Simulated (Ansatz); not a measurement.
# AlSiNH6O (SMILES O[SiH2][NH][AlH2]): HF/3-21G

What is the energy change on altering one bond length of AlSiNH6O at HF/3-21G? 

Program for the calculation: Ansatz 0.2.0.

130 further runs of the same task are left out: 130 set aside as unsound or not needed. Runs told in other sessions of the task aren't counted.

**1. The structure to begin with**

AlSiNH6O: 10 atoms, total charge 0, spin state singlet. As SMILES, `O[SiH2][NH][AlH2]`. Geometry: relaxed at PBE0-D4/def2-TZVP. This is one conformer, not always the lowest.

Bond lengths: O1–Si2 1.650 Å, Si2–N3 1.711 Å, N3–Al4 1.785 Å, O1–H5 0.958 Å, Si2–H6 1.486 Å, Si2–H7 1.491 Å, N3–H8 1.013 Å, Al4–H9 1.580 Å, Al4–H10 1.583 Å. Some angles: O1–Si2–N3 109.6°, Si2–N3–Al4 128.8°, O1–Si2–H6 111.3°, O1–Si2–H7 107.7°, N3–Si2–H6 106.5°, N3–Si2–H7 112.1°, Si2–O1–H5 117.1°, Si2–N3–H8 114.7°, Al4–N3–H8 116.5°, N3–Al4–H9 118.3°.

**2. A single-point energy at HF/3-21G**

run.yaml

```yaml
crystal:
  periodic: [false, false, false]
  atoms:
    - {symbol: O, position_ang: [-1.817400, -0.693800, -1.056500]}
    - {symbol: Si, position_ang: [-0.576600, 0.373900, -0.851600]}
    - {symbol: "N", position_ang: [0.693300, -0.382300, 0.009600]}
    - {symbol: Al, position_ang: [1.233300, -0.094800, 1.686300]}
    - {symbol: H, position_ang: [-2.399800, -0.547900, -1.803100]}
    - {symbol: H, position_ang: [-1.000200, 1.543800, -0.039500]}
    - {symbol: H, position_ang: [-0.142800, 0.831300, -2.203200]}
    - {symbol: H, position_ang: [1.159400, -1.127800, -0.493000]}
    - {symbol: H, position_ang: [0.508400, 1.030600, 2.525200]}
    - {symbol: H, position_ang: [2.425400, -0.984200, 2.228700]}
basis:
  gaussian:
    orbitals: 3-21G.json
hamiltonian:
  xc: hf
accuracy: high
output: {orbitals: {seedname: orbitals}}
```

The basis set 3-21G is read from a file made from the Basis Set Exchange's data (not shown).

Started as:

```
$ ansatz run run.yaml --threads 1 --pin off --max-ram 3480MiB --events-out events.jsonl --progress --plain --runs-dir runs
```

Output:

```text
Warning: RAYON_NUM_THREADS=1 ignored (pool sized by the plan → 1); use --threads N
Functional definition: HF
  name "HF"
  exchange = exact_x
  correlation = 0
1328 factors; integrals over basis functions are off by at most 9.4e-9 eV
mean field evaluation 1: about -17959.9444 eV, gradient 4.1e1 eV
mean field evaluation 2: about -17960.2566 eV, gradient 4.2e1 eV
mean field evaluation 4: about -17963.6706 eV, gradient 2.2e0 eV
mean field evaluation 8: about -17963.7080 eV, gradient 1.9e-1 eV
mean field evaluation 16: about -17963.7081 eV, gradient 5.9e-8 eV
mean field -17963.70807579 eV, -660.1540955466 hartree, gradient 5.9e-8 eV, S^2 0.000000; 0 other end points of the search recorded, 0 dependent functions left out
reference -17963.70807579 eV, -660.1540955466 hartree; 24, 24 occupied and 32, 32 virtual orbitals, 1328 factors
Total energy: -17963.70807579 eV, -660.1540955466 hartree
```

It took 0.64 s on 1 thread of Arm Neoverse V2, shared host; peak memory 0.13 GiB.

**3. The distorted shape at the same level**

input.yaml

```yaml
crystal:
  periodic: [false, false, false]
  atoms:
    - {symbol: O, position_ang: [-1.957252, -0.470114, -0.905696]}
    - {symbol: Si, position_ang: [-0.716452, 0.597586, -0.700796]}
    - {symbol: N, position_ang: [0.553448, -0.158614, 0.160404]}
    - {symbol: Al, position_ang: [1.093448, 0.128886, 1.837104]}
    - {symbol: H, position_ang: [-2.539652, -0.324214, -1.652296]}
    - {symbol: H, position_ang: [-1.140052, 1.767486, 0.111304]}
    - {symbol: H, position_ang: [-0.282652, 1.054986, -2.052396]}
    - {symbol: H, position_ang: [1.159400, -1.127800, -0.493000]}
    - {symbol: H, position_ang: [0.368548, 1.254286, 2.676004]}
    - {symbol: H, position_ang: [2.285548, -0.760514, 2.379504]}
basis:
  gaussian:
    orbitals: 3-21G.json
hamiltonian:
  xc: hf
accuracy: high
output:
  orbitals: {seedname: orbitals}
```

The basis set 3-21G is read from a file made from the Basis Set Exchange's data (not shown).

Started as:

```
$ ansatz run input.yaml --threads 1 --pin off --max-ram 3480MiB --events-out events.jsonl --progress --plain --runs-dir runs
```

Output:

```text
Warning: RAYON_NUM_THREADS=1 ignored (pool sized by the plan → 1); use --threads N
[... 4 set-up lines as earlier in the session ...]
1329 factors; integrals over basis functions are off by at most 1.1e-8 eV
mean field evaluation 1: about -17958.5693 eV, gradient 4.1e1 eV
mean field evaluation 2: about -17958.9018 eV, gradient 4.2e1 eV
mean field evaluation 4: about -17962.3919 eV, gradient 2.6e0 eV
mean field evaluation 8: about -17962.4346 eV, gradient 2.1e-1 eV
mean field evaluation 16: about -17962.4348 eV, gradient 9.9e-8 eV
mean field -17962.43484075 eV, -660.1073050221 hartree, gradient 9.9e-8 eV, S^2 0.000000; 0 other end points of the search recorded, 0 dependent functions left out
reference -17962.43484075 eV, -660.1073050221 hartree; 24, 24 occupied and 32, 32 virtual orbitals, 1329 factors
Total energy: -17962.43484075 eV, -660.1073050221 hartree
```

Wall time 0.64 s (1 thread of Arm Neoverse V2, shared host); peak memory 0.13 GiB.

**4. Summary of results**

At HF/3-21G:

```
                                                         quantity          value
                                        first shape: total energy  -660.15410 Eh
                                         first shape: HOMO energy      -10.91 eV
                                         first shape: LUMO energy        1.97 eV
                                       first shape: HOMO–LUMO gap       12.88 eV
                                    distorted shape: total energy  -660.10731 Eh
                                     distorted shape: HOMO energy      -10.83 eV
                                     distorted shape: LUMO energy        1.99 eV
                                   distorted shape: HOMO–LUMO gap       12.82 eV
energy change with the N3–H8 bond stretched from 1.013 to 1.317 Å       1.273 eV
```

**Reading.** With the N3–H8 bond stretched from 1.013 to 1.317 Å the energy rises by 1.27 eV (123 kJ/mol). The first shape isn't relaxed at this level, so the change isn't measured from a minimum.
